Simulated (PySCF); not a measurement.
# C8H9NSi: NMR shifts in solvents

Aim: compute the NMR shifts of C8H9NSi (`CC#C[Si@H]1CC=C(C#N)C1`), and see what a dielectric continuum does where one was used.

The runs use PySCF 2.14.0, with density-fitted response routines of our own; the level of theory stands in each step. All values are computed, except where a source is named. Atoms count from 0, in the outputs and in this text.

### 1 The molecule as given

19 atoms, charge 0, multiplicity 1; geometry from: GFN2-xTB. The atoms were then displaced at random by about 0.01 Å, so the start is not that level's minimum.

Bonds of the start (Å): C0–C1 1.48, C1–C2 1.22, C2–Si3 1.80, Si3–C4 1.94, C4–C5 1.49, C5–C6 1.33, C6–C7 1.40, C7–N8 1.17, C6–C9 1.50, C9–Si3 1.95, C0–H10 1.08, C0–H11 1.10, C0–H12 1.07, Si3–H13 1.46, C4–H14 1.08, C4–H15 1.07, C5–H16 1.07, C9–H17 1.08, C9–H18 1.08.

### 2 Geometry optimisation at PBE0-D3(BJ)/def2-SVP

Job settings and geometry (Å):

```
{"job": {"xc": "PBE0", "basis": "def2-SVP", "d3": "d3bj", "grid": 1, "shake": 0.01, "kind": "geom"}, "charge": 0, "multiplicity": 1}
C      3.833490    -1.302570     0.784250
C      2.631360    -0.504150     0.466510
C      1.633770     0.146230     0.199340
Si     0.196160     1.142520    -0.225630
C     -0.743540     0.397690    -1.751810
C     -2.059620    -0.053600    -1.212390
C     -2.315520     0.122630     0.085160
C     -3.521810    -0.274340     0.670660
N     -4.519280    -0.592550     1.201810
C     -1.300220     0.787420     0.972300
H      3.558280    -2.058030     1.511160
H      4.589290    -0.631440     1.209290
H      4.170900    -1.733250    -0.135640
H      0.460490     2.569140    -0.350130
H     -0.906960     1.114240    -2.544780
H     -0.210880    -0.421470    -2.186690
H     -2.758280    -0.521910    -1.881050
H     -1.044790     0.137020     1.797870
H     -1.723580     1.683490     1.410530
```

Command:

```console
OMP_NUM_THREADS=1 python probes_run.py task.json out
```

This one command runs all jobs of the session in turn.

What it wrote:

```text
step   0  E = -653.53898825  max force = 0.049008
step   1  E = -653.54561193  max force = 0.011086
step   2  E = -653.54691375  max force = 0.009636
step   3  E = -653.54742457  max force = 0.005429
step   4  E = -653.54761395  max force = 0.001551
step   5  E = -653.54763681  max force = 0.000435
step   6  E = -653.54764214  max force = 0.000242
optimisation converged
```

Wall time 3.5 min (1 thread of Intel Xeon Platinum 8375C at 2.90GHz, shared host); peak memory 0.82 GiB.

Step by step:

```csv
step,energy from step 0 (eV),largest force component (eV/Å)
0,0.0000,2.5201
1,-0.1802,0.5701
2,-0.2157,0.4955
3,-0.2296,0.2792
4,-0.2347,0.0798
5,-0.2353,0.0224
6,-0.2355,0.0124
```

Close pairs (by a distance rule), those that changed most:

```csv
bond,before (Å),after (Å),change (Å)
Si3–C9,1.949,1.903,-0.047
Si3–C4,1.941,1.903,-0.037
Si3–H13,1.456,1.492,+0.035
C4–H15,1.070,1.104,+0.034
C6–C7,1.398,1.431,+0.033
C0–H12,1.070,1.101,+0.031
C0–C1,1.478,1.450,-0.027
C2–Si3,1.800,1.824,+0.024
```

The final coordinates are the input of the step that follows.

```csv
at the end point,value
point group (found at 0.08 Å tolerance),C1
"rotational constants (GHz, main isotopes)","2.351, 0.520, 0.478"
dipole moment (D),5.31
```

### 3 Shielding tensors: PBE0/pcSseg-1 in chloroform

Job settings and geometry (Å):

```
{"job": {"kind": "nmr", "xc": "PBE0", "basis": "pcSseg-1", "solvent": "chloroform", "pop": true}, "charge": 0, "multiplicity": 1}
C      3.809522    -1.287548     0.807190
C      2.632458    -0.508895     0.472782
C      1.642614     0.148074     0.196370
Si     0.146490     1.101718    -0.225052
C     -0.742789     0.425431    -1.766159
C     -2.063587    -0.033144    -1.228917
C     -2.330294     0.134723     0.084215
C     -3.574798    -0.286058     0.651490
N     -4.573394    -0.615910     1.142099
C     -1.293787     0.781853     0.976127
H      3.566000    -2.073908     1.538536
H      4.593401    -0.648829     1.243021
H      4.227013    -1.774574    -0.087905
H      0.497437     2.547040    -0.339070
H     -0.876621     1.183767    -2.557118
H     -0.192417    -0.408232    -2.235287
H     -2.803300    -0.499426    -1.888136
H     -1.010173     0.114634     1.806148
H     -1.686884     1.705106     1.432994
```

Method: GIAO PBE0/pcSseg-1 NMR shielding, non-relativistic, IEF-PCM chloroform.

What it wrote:

```text
coarse grid: 16960 points
cycle   1  E = -653.7053453744  dE =  1.271e+00  |g| = 5.543e-01  |ddm| = 4.395e+00
cycle   2  E = -653.6179205117  dE =  8.742e-02  |g| = 8.495e-01  |ddm| = 1.313e+00
cycle   3  E = -653.7712199213  dE = -1.533e-01  |g| = 2.145e-01  |ddm| = 8.083e-01
cycle   4  E = -653.7815198030  dE = -1.030e-02  |g| = 3.981e-02  |ddm| = 1.946e-01
cycle   5  E = -653.7818403461  dE = -3.205e-04  |g| = 1.555e-02  |ddm| = 5.037e-02
cycle   6  E = -653.7818920407  dE = -5.169e-05  |g| = 6.733e-03  |ddm| = 1.757e-02
cycle   7  E = -653.7819026230  dE = -1.058e-05  |g| = 1.814e-03  |ddm| = 5.628e-03
cycle   8  E = -653.7819034134  dE = -7.904e-07  |g| = 2.850e-04  |ddm| = 1.804e-03
final grid: 160936 points
cycle   9  E = -653.8420431380  dE = -3.307e-05  |g| = 7.007e-03  |ddm| = 4.341e-02
cycle  10  E = -653.8420417698  dE =  1.368e-06  |g| = 7.497e-03  |ddm| = 1.349e-02
cycle  11  E = -653.8420559593  dE = -1.419e-05  |g| = 1.021e-03  |ddm| = 6.782e-03
cycle  12  E = -653.8420561836  dE = -2.242e-07  |g| = 4.114e-04  |ddm| = 1.149e-03
cycle  13  E = -653.8420562207  dE = -3.718e-08  |g| = 1.282e-04  |ddm| = 3.648e-04
cycle  14  E = -653.8420562248  dE = -4.079e-09  |g| = 2.915e-05  |ddm| = 1.408e-04
cycle  15  E = -653.8420562250  dE = -1.703e-10  |g| = 1.427e-05  |ddm| = 3.481e-05
converged SCF energy = -653.8420562250

GIAO shielding tensors (ppm)
atom      isotropic    diamagn.    paramagn.     s11        s22        s33       span
  0 C      179.061     250.771     -71.710    169.649    169.722    197.811     28.162
  1 C       65.294     275.040    -209.745    -30.483    -30.082    256.448    286.931
  2 C      102.891     255.819    -152.928     16.718     19.386    272.568    255.850
  3 Si     381.256     882.159    -500.902    338.882    382.634    422.253     83.371
  4 C      162.623     255.885     -93.262    149.179    156.987    181.704     32.525
  5 C       19.503     251.672    -232.168   -101.050     21.711    137.849    238.898
  6 C       63.464     260.282    -196.818    -39.174     96.455    133.111    172.286
  7 C       57.894     256.749    -198.856    -65.908    -53.353    292.942    358.850
  8 N      -35.236     341.665    -376.901   -181.343   -156.249    231.884    413.228
  9 C      163.333     254.407     -91.074    149.722    153.995    186.283     36.562
 10 H       29.131      28.845       0.285     24.084     27.512     35.795     11.711
 11 H       29.116      24.670       4.445     24.169     27.137     36.041     11.873
 12 H       29.135      26.929       2.206     24.124     27.344     35.938     11.815
 13 H       26.532      28.614      -2.083     23.056     24.616     31.924      8.868
 14 H       29.182      28.711       0.471     24.873     26.488     36.185     11.312
 15 H       29.256      31.624      -2.368     24.951     27.445     35.372     10.421
 16 H       24.125      29.348      -5.223     22.222     23.032     27.123      4.901
 17 H       29.367      32.610      -3.243     25.003     28.281     34.816      9.813
 18 H       29.301      29.739      -0.438     24.710     27.592     35.602     10.892
```

It took 72 s on 1 thread of Intel Xeon Platinum 8375C at 2.90GHz, shared host; peak memory 1.2 GiB.

Shifts follow as δ = σ(reference) − σ, with reference shieldings (ppm) from runs at the same level and on the same kind of geometry: 1H TMS 31.25, 13C TMS 185.2, 29Si TMS 351.9, 15N NH3 267.8. The references are single molecules in the same continuum, so shifts against H2O, NH3, PH3, H3PO4 or CFCl3 are not on the usual liquid scales and can be off by tens of ppm. Atoms listed in one row are averaged.

```csv
atoms,environment,σ (ppm),δ (ppm)
C5,alkene CH,19.5,165.7
C7,nitrile carbon,57.9,127.3
C6,fully substituted alkene carbon,63.5,121.7
C1,alkyne carbon,65.3,119.9
C2,alkyne carbon,102.9,82.3
C4,allylic sp3 CH2 bonded to Si,162.6,22.5
C9,allylic sp3 CH2 bonded to Si,163.3,21.8
C0,propargylic methyl carbon,179.1,6.1
H16,hydrogen on an alkene CH,24.13,7.12
H13,"hydrogen on a silicon bonded to 3 C, in a 5-membered ring",26.53,4.72
"H10, H11, H12",hydrogen on a propargylic methyl carbon,29.13,2.12
H14,hydrogen on an allylic sp3 CH2 bonded to Si,29.18,2.06
H15,hydrogen on an allylic sp3 CH2 bonded to Si,29.26,1.99
H18,hydrogen on an allylic sp3 CH2 bonded to Si,29.30,1.95
H17,hydrogen on an allylic sp3 CH2 bonded to Si,29.37,1.88
Si3,"silicon bonded to 3 C, H, in a 5-membered ring",381.3,-29.4
N8,nitrile nitrogen,-35.2,303.0
```

The run also stored atomic charges by several schemes (e):

```csv
atoms,Mulliken,IAO,Hirshfeld,ESP fit
C0,-0.18,-0.44,-0.09,-0.54
C1,-0.13,0.02,-0.02,0.28
C2,-0.43,-0.41,-0.20,-0.57
Si3,0.92,0.94,0.39,0.57
C4,-0.52,-0.55,-0.15,-0.22
C5,0.00,-0.08,0.00,-0.14
C6,-0.34,-0.06,0.00,-0.09
C7,0.17,0.16,0.08,0.39
N8,-0.32,-0.30,-0.27,-0.53
C9,-0.43,-0.55,-0.15,-0.23
```

Mayer bond orders: C0–C1 1.19, C1–C2 2.47, C2–Si3 1.04, Si3–C4 0.87, C4–C5 1.06, C5–C6 1.76, C6–C7 1.06, C7–N8 3.03, C6–C9 1.05, C9–Si3 0.85.

Ring of atoms Si3, C4, C5, C6, C9: NICS(0) -2.6, NICS(1) -3.0, NICS(1)zz -1.6 ppm (means of both faces).

### 4 Shielding tensors: PBE0/pcSseg-1 in dichloromethane

Settings changed since step 3:

```diff
@@ -1,2 +1,2 @@
-{"job": {"kind": "nmr", "xc": "PBE0", "basis": "pcSseg-1", "solvent": "chloroform", "pop": true}, "charge": 0, "multiplicity": 1}
+{"job": {"kind": "nmr", "xc": "PBE0", "basis": "pcSseg-1", "solvent": "dichloromethane", "pop": false}, "charge": 0, "multiplicity": 1}
 C      3.809522    -1.287548     0.807190
```

Level: GIAO PBE0/pcSseg-1 NMR shielding, non-relativistic, IEF-PCM dichloromethane.

What it wrote:

```text
coarse grid: 16960 points
cycle   1  E = -653.7081591192  dE =  1.269e+00  |g| = 5.516e-01  |ddm| = 4.394e+00
cycle   2  E = -653.6264718958  dE =  8.169e-02  |g| = 8.321e-01  |ddm| = 1.287e+00
cycle   3  E = -653.7734599345  dE = -1.470e-01  |g| = 2.098e-01  |ddm| = 7.851e-01
cycle   4  E = -653.7832917778  dE = -9.832e-03  |g| = 3.885e-02  |ddm| = 1.889e-01
cycle   5  E = -653.7836004131  dE = -3.086e-04  |g| = 1.470e-02  |ddm| = 4.811e-02
cycle   6  E = -653.7836467960  dE = -4.638e-05  |g| = 6.282e-03  |ddm| = 1.676e-02
cycle   7  E = -653.7836559403  dE = -9.144e-06  |g| = 1.803e-03  |ddm| = 5.324e-03
final grid: 160936 points
cycle   8  E = -653.8437853817  dE = -2.909e-05  |g| = 8.413e-03  |ddm| = 4.432e-02
cycle   9  E = -653.8437695435  dE =  1.584e-05  |g| = 1.165e-02  |ddm| = 1.618e-02
cycle  10  E = -653.8438019256  dE = -3.238e-05  |g| = 2.734e-03  |ddm| = 9.666e-03
cycle  11  E = -653.8438037761  dE = -1.850e-06  |g| = 3.723e-04  |ddm| = 2.161e-03
cycle  12  E = -653.8438038072  dE = -3.112e-08  |g| = 1.109e-04  |ddm| = 4.767e-04
cycle  13  E = -653.8438038099  dE = -2.692e-09  |g| = 5.059e-05  |ddm| = 1.541e-04
cycle  14  E = -653.8438038103  dE = -4.700e-10  |g| = 2.163e-05  |ddm| = 4.844e-05
converged SCF energy = -653.8438038103

GIAO shielding tensors (ppm)
atom      isotropic    diamagn.    paramagn.     s11        s22        s33       span
  0 C      179.174     250.831     -71.657    169.685    169.760    198.076     28.391
  1 C       64.842     275.081    -210.238    -31.181    -30.787    256.495    287.676
  2 C      103.096     255.762    -152.666     16.937     19.622    272.729    255.792
  3 Si     381.197     882.175    -500.978    338.961    382.275    422.355     83.394
  4 C      162.479     255.952     -93.473    148.903    156.933    181.602     32.699
  5 C       18.330     251.595    -233.266   -102.549     19.460    138.078    240.627
  6 C       64.034     260.400    -196.366    -38.147     97.316    132.932    171.079
  7 C       57.251     256.773    -199.522    -66.815    -53.871    292.439    359.254
  8 N      -31.963     341.984    -373.948   -177.370   -151.015    232.495    409.866
  9 C      163.386     254.408     -91.022    149.683    154.084    186.392     36.709
 10 H       29.106      28.803       0.302     24.052     27.473     35.791     11.739
 11 H       29.091      24.619       4.472     24.137     27.098     36.038     11.900
 12 H       29.106      26.878       2.228     24.088     27.300     35.932     11.844
 13 H       26.534      28.625      -2.091     23.052     24.624     31.927      8.876
 14 H       29.129      28.638       0.491     24.811     26.423     36.153     11.342
 15 H       29.224      31.584      -2.360     24.902     27.422     35.347     10.446
 16 H       24.054      29.293      -5.239     22.158     22.939     27.065      4.907
 17 H       29.353      32.606      -3.253     24.974     28.276     34.808      9.835
 18 H       29.265      29.709      -0.444     24.652     27.561     35.583     10.931
```

It took 71 s on 1 thread of Intel Xeon Platinum 8375C at 2.90GHz, shared host; peak memory 1.2 GiB.

This run: δ C5 167.0, C7 128.1, C6 121.3, C1 120.5, H16 7.19, H13 4.71 ppm.

### 5 Run by run: NMR shifts

Shifts (ppm) of some atoms, chosen among heavy atoms and hydrogens apart, with basis size and wall time:

```csv
run,C5,C7,C6,C1,H16,H14,N8,functions,time
PBE0/pcSseg-1 in chloroform,165.7,127.3,121.7,119.9,7.12,2.06,303.0,222,72 s
PBE0/pcSseg-1 in dichloromethane,167.0,128.1,121.3,120.5,7.19,2.11,300.1,222,71 s
```

The continuum's effect on the ground state:

```csv
solvent,ε,polarisation energy (Eh),μ (D)
chloroform,4.71,-0.0107,6.58
dichloromethane,8.93,-0.0131,6.76
```

### 6 What came out

| quantity | value |
| --- | --- |
| point group | C1 |
| rotational constants (main isotopes) | 2.35, 0.52, 0.48 GHz |
| 13C shifts against TMS (PBE0/pcSseg-1, chloroform) | 165.7, 127.3, 121.7, 119.9, 82.3, 22.5, 21.8, 6.1 ppm |
| 1H shifts against TMS (PBE0/pcSseg-1, chloroform, means over atoms taken as alike) | 7.12, 4.72, 2.12, 2.06, 1.99, 1.95, 1.88 ppm |
| 29Si shifts against TMS (PBE0/pcSseg-1, chloroform) | -29.4 ppm |
| 15N shifts against NH3 (PBE0/pcSseg-1, chloroform) | 303.0 ppm |
| range of the shift of N8 | 300.1 to 303.0 ppm |

**Reading.** Over 6 steps the energy fell by 0.235 eV; of the close pairs, Si3–C9 changed most, 1.949 to 1.903 Å. H16 (hydrogen on an alkene CH) lies farthest downfield among hydrogen, at 7.12 ppm; olefinic region. At PBE0/pcSseg-1: Shielding is most anisotropic at N8 (span 413 ppm, paramagnetic term -377 ppm). In ppm, N8 moves most: its shift spreads over 2.9 ppm, from 300.1 (PBE0/pcSseg-1 in dichloromethane) to 303.0 (PBE0/pcSseg-1 in chloroform). The continuum holds electrostatics alone: no hydrogen bonds to the solvent, and the gas-phase geometry is kept.
